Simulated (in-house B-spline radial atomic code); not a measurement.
# Tb²⁺: excited configurations

How much energy does it take to promote electrons of Tb²⁺ to other shells? Each configuration is solved by itself and compared with the reference.

The numbers are computed with in-house B-spline radial atomic code version 1 (Dirac-Hartree-Fock, average of configuration, Fermi nucleus, basis-set limit), except any that are marked as measured or tabulated.

### Step 1. What is computed

| Property | Result |
| --- | --- |
| element | terbium (Z = 65) |
| charge | +2 |
| electrons | 63 |
| configuration | [Xe] 4f9 |
| Hamiltonian | Dirac-Coulomb |
| nucleus | Fermi, rms radius 5.060 fm |

The outer shells:

[Xe] 4f9
```
[Xe] core
4f [↑↓][↑↓][↑ ][↑ ][↑ ][↑ ][↑ ]
```

The boxes draw the filling by Hund's rule, which heavy ions in jj coupling don't follow; these runs average over all states of the configuration.

The run's settings:

```ini
Z = 65
electrons = 63.0
configuration = [Xe] 4f9
hamiltonian = dirac
method = hf
spin_polarised = False
nucleus = fermi
rms_radius = 5.06
mass_number = 159
atomic_mass = 158.925353707
speed_of_light = 137.035999084
```

The reference is known from an earlier run: -11711.982471 hartree in all. Up to eight levels, counted from the top:

```csv
orbital,occupation,energy (eV),<r> (bohr)
4p3/2,4,-319.01,0.5827
4d3/2,4,-186.74,0.6200
4d5/2,6,-180.23,0.6307
5s1/2,2,-71.691,1.353
5p1/2,2,-47.727,1.513
5p3/2,4,-43.049,1.608
4f5/2,3.85714,-26.630,0.8495
4f7/2,5.14286,-25.782,0.8636
```

### Step 2. [Kr] 4d9 4f9 5s2 5p6 7g1

The run's settings:

```ini
Z = 65
electrons = 63.0
configuration = [Kr] 4d9 4f9 5s2 5p6 7g1
hamiltonian = dirac
method = hf
spin_polarised = False
nucleus = fermi
rms_radius = 5.06
mass_number = 159
atomic_mass = 158.925353707
speed_of_light = 137.035999084
```

### Step 3. Run with [Xe] 4f8 6f1

Settings: those of step 2 with these lines changed.

```diff
@@ -2,3 +2,3 @@
 electrons = 63.0
-configuration = [Kr] 4d9 4f9 5s2 5p6 7g1
+configuration = [Xe] 4f8 6f1
 hamiltonian = dirac
```

### Step 4. [Xe] 4f8 7d1

Settings: those of step 3 with these lines changed.

```diff
@@ -2,3 +2,3 @@
 electrons = 63.0
-configuration = [Xe] 4f8 6f1
+configuration = [Xe] 4f8 7d1
 hamiltonian = dirac
```

### Step 5. Configuration [Kr] 4d9 4f9 5s2 5p6 8d1

Settings: those of step 4 with these lines changed.

```diff
@@ -2,3 +2,3 @@
 electrons = 63.0
-configuration = [Xe] 4f8 7d1
+configuration = [Kr] 4d9 4f9 5s2 5p6 8d1
 hamiltonian = dirac
```

### Step 6. [Kr] 4d10 4f9 5s2 5p5 5f1

Settings: those of step 5 with these lines changed.

```diff
@@ -2,3 +2,3 @@
 electrons = 63.0
-configuration = [Kr] 4d9 4f9 5s2 5p6 8d1
+configuration = [Kr] 4d10 4f9 5s2 5p5 5f1
 hamiltonian = dirac
```

### Step 7. [Kr] 4d9 4f9 5s2 5p6 7d1

Settings: those of step 6 with these lines changed.

```diff
@@ -2,3 +2,3 @@
 electrons = 63.0
-configuration = [Kr] 4d10 4f9 5s2 5p5 5f1
+configuration = [Kr] 4d9 4f9 5s2 5p6 7d1
 hamiltonian = dirac
```

Q: How far above the reference does each configuration lie (order and size, in eV)?

The runs gave:

| net move | configuration | energy above the reference (eV) | with Breit, QED, recoil (eV) | largest <r> (bohr) |
| --- | --- | --- | --- | --- |
| 4f → 7d | [Xe] 4f8 7d1 | 14.958 | 15.075 | 10.3 |
| 4f → 6f | [Xe] 4f8 6f1 | 15.567 | 15.684 | 10.5 |
| 5p → 5f | [Kr] 4d10 4f9 5s2 5p5 5f1 | 35.961 | 35.896 | 6.02 |
| 4d → 7d | [Kr] 4d9 4f9 5s2 5p6 7d1 | 168.73 | 168.62 | 10.3 |
| 4d → 8d | [Kr] 4d9 4f9 5s2 5p6 8d1 | 170.51 | 170.40 | 15.5 |
| 4d → 7g | [Kr] 4d9 4f9 5s2 5p6 7g1 | 171.75 | 171.64 | 21.1 |

Quantum defects of the promoted electron, δ = n − ζ/√(−2ε) with ζ = 3 and ε its orbital energy in hartree:

| promotion | δ |
| --- | --- |
| 4f → 7d | 2.288 |
| 4f → 6f | 1.004 |
| 4d → 7d | 2.291 |
| 4d → 8d | 2.278 |
| 4d → 7g | 0.002 |

What this shows: The energies run from 14.958 eV (4f → 7d) to 171.75 eV (4d → 7g). Koopmans' estimate of the ionisation threshold is 25.782 eV; 4 configurations exceed it by over 2 % and could autoionise. Of those tabulated, the defect is largest for 7d (2.29) and least for 7g (0.00): low angular momentum penetrates the core, high angular momentum stays outside it. Two partly filled shells share a symmetry and can mix in the average, which may lower the energy, for: 4f → 6f; 5p → 5f; 4d → 7d; 4d → 8d. These are averages over configurations, without correlation, not spectroscopic levels.
